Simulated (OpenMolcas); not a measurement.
**HF/6-31G(d) (Cartesian functions) run of BSiN2H5 (SMILES N[SiH]1BN1)**

Aim: an optimisation with harmonic vibrations of BSiN2H5. 

The results are computed with OpenMolcas 26.06.

## (1) Starting point

BSiN2H5: 9 atoms, total charge 0, spin state singlet. As SMILES, `N[SiH]1BN1`. The coordinates come from a PBE0-D4/def2-TZVP relaxation. This is one conformer, not always the lowest. The run starts from this shape.

Bond lengths: N1–Si2 1.702 Å, Si2–B3 1.914 Å, Si2–N4 1.755 Å, B3–N4 1.389 Å, N1–H5 1.006 Å, N1–H6 1.005 Å, Si2–H7 1.482 Å, B3–H8 1.190 Å, N4–H9 1.011 Å. Some angles: N1–Si2–B3 127.2°, N1–Si2–N4 121.8°, B3–Si2–N4 44.2°, Si2–B3–N4 61.8°, Si2–N4–B3 74.0°, N1–Si2–H7 105.5°, B3–Si2–H7 127.1°, N4–Si2–H7 113.4°, Si2–N1–H5 122.6°, Si2–N1–H6 123.2°.

## (2) An optimisation with harmonic vibrations at HF/6-31G(d) (Cartesian functions)

Contents of struct.xyz:

```xyz
9

N     -0.637800     1.588100     0.218200
Si     0.258900     0.175500     0.530500
B     -0.233900    -1.625800     0.110200
N      0.650500    -0.971600    -0.738400
H     -0.221300     2.503300     0.212900
H     -1.561800     1.577300    -0.177300
H      1.441200     0.620900     1.305200
H     -0.741300    -2.702400     0.114400
H      1.134000    -1.211600    -1.592900
```

Contents of job.inp:

```
* BH5N2Si Hartree-Fock

&GATEWAY
  BasLib = $CurrDir
  Coord = struct.xyz
  Basis = 6-31Gs
  Group = NoSym
>>> EXPORT MOLCAS_MAXITER=50
>>> Do While

&SEWARD

&SCF
  PrOrbitals = 0

&SLAPAF
>>> EndDo
>>> COPY $Project.Opt.xyz $CurrDir/final.xyz
>>> COPY $Project.slapaf.h5 $CurrDir/final.slapaf.h5

&MCKINLEY

&MCLR
  Thermochemistry
  1
  1.0
  298.15
  End of PT
```

The basis set 6-31G* is read from a file made from the Basis Set Exchange's data (not shown).

The run is started by

```sh
export MOLCAS_MEM=1860
pymolcas job.inp > job.log
```

Log:

```text
--- Start Module: gateway ---
[...]
--- Stop Module: gateway /rc=_RC_ALL_IS_WELL_ ---
[...]
      Basis functions           74
[...]
       Convergence after  12 Iterations
[...]
::    Total SCF energy                               -425.4265423219
[...]
 *              Molecular gradients               *
 **************************************************
  Irreducible representation: a
 ------------------------------------------------------------------------------------------
                              X                       Y                       Z
 ------------------------------------------------------------------------------------------
  N1                5.64975419187341E-03   -1.03560690973801E-02    2.57697723171574E-03
  SI2              -7.23942515735221E-03    1.02588148099869E-03    1.16121314558271E-03
  B3               -5.03350137103453E-04    3.72973730349102E-03    2.48318525590818E-03
  N4               -2.39544939469383E-03    2.88998827630049E-03    5.27619589729866E-03
  H5                4.05843989941967E-03    7.39129738078947E-03    3.20566344420521E-04
  H6               -7.75925944359734E-03   -6.94349169018116E-04   -3.21880919820772E-03
  H7                3.95815872001526E-03    1.25874244348267E-03    1.19724162677581E-03
  H8               -1.14655977739275E-03   -2.46130100082942E-03   -3.91137621690185E-04
[...]
       Convergence after   5 Iterations
[...]
::    Total SCF energy                               -425.4269788089
[...]
      Total spin, S                                     0.0000000000
[...]
      Total electronic charge=   38.000000
      Total            charge=   -0.000000
[...]
      Dipole Moment (debye):
      Origin of the operator (angstrom)=    0.0678   -0.0493    0.1152
                   X=  8.6689E-02               Y=  1.3005E+00               Z= -1.4182E+00           Total=  1.9262E+00
      Quadrupole Moment (debye*angstrom):
[...]
--- Start Module: mclr ---
[...]
     Frequency:        i5.39     i1.07      0.04      0.05      0.06      3.41
[...]
     Frequency:       241.36    283.28    296.88    360.14    588.87    685.76
[...]
--- Stop Module: mclr /rc=_RC_ALL_IS_WELL_ ---
[...]
--- Start Module: mclr ---
[...]
        Frequency:         2805.91 cm-1
      ---------------------------------
[...]
        Frequency:         3811.18 cm-1
      ---------------------------------
[...]
        Frequency:         3812.26 cm-1
      ---------------------------------
[...]
        Frequency:         3911.92 cm-1
      ---------------------------------
[...]
--- Stop Module: mclr /rc=_RC_ALL_IS_WELL_ ---
[...]
```

It took 53 s on 1 thread of Arm Neoverse V1, shared host; peak memory 0.43 GiB.

## (3) Results

Level: HF/6-31G* (Cartesian functions).

```
                                                           quantity             value
                                                       total energy     -425.42698 Eh
                                                      dipole moment            1.93 D
                                                        HOMO energy          -9.15 eV
                                                        LUMO energy           4.10 eV
                                                      HOMO–LUMO gap          13.26 eV
                                         lowest harmonic wavenumber          241 cm⁻¹
                                        highest harmonic wavenumber         3912 cm⁻¹
                                                  zero-point energy      177.5 kJ/mol
ideal-gas entropy at 298.15 K and 1 atm (symmetry number 1 as used)  71.2 cal/(mol K)
```

What this shows: At the final geometry: Bond lengths: N1–Si2 1.709 Å, Si2–B3 1.918 Å, Si2–N4 1.749 Å, B3–N4 1.387 Å, N1–H5 0.997 Å, N1–H6 0.997 Å, Si2–H7 1.471 Å, B3–H8 1.185 Å, N4–H9 0.999 Å. Some angles: N1–Si2–B3 127.8°, N1–Si2–N4 122.5°, B3–Si2–N4 44.2°, Si2–B3–N4 61.4°, Si2–N4–B3 74.4°, N1–Si2–H7 105.2°, B3–Si2–H7 126.6°, N4–Si2–H7 114.1°, Si2–N1–H5 122.5°, Si2–N1–H6 123.2°. All 21 modes are real, so the shape is a minimum at this level.
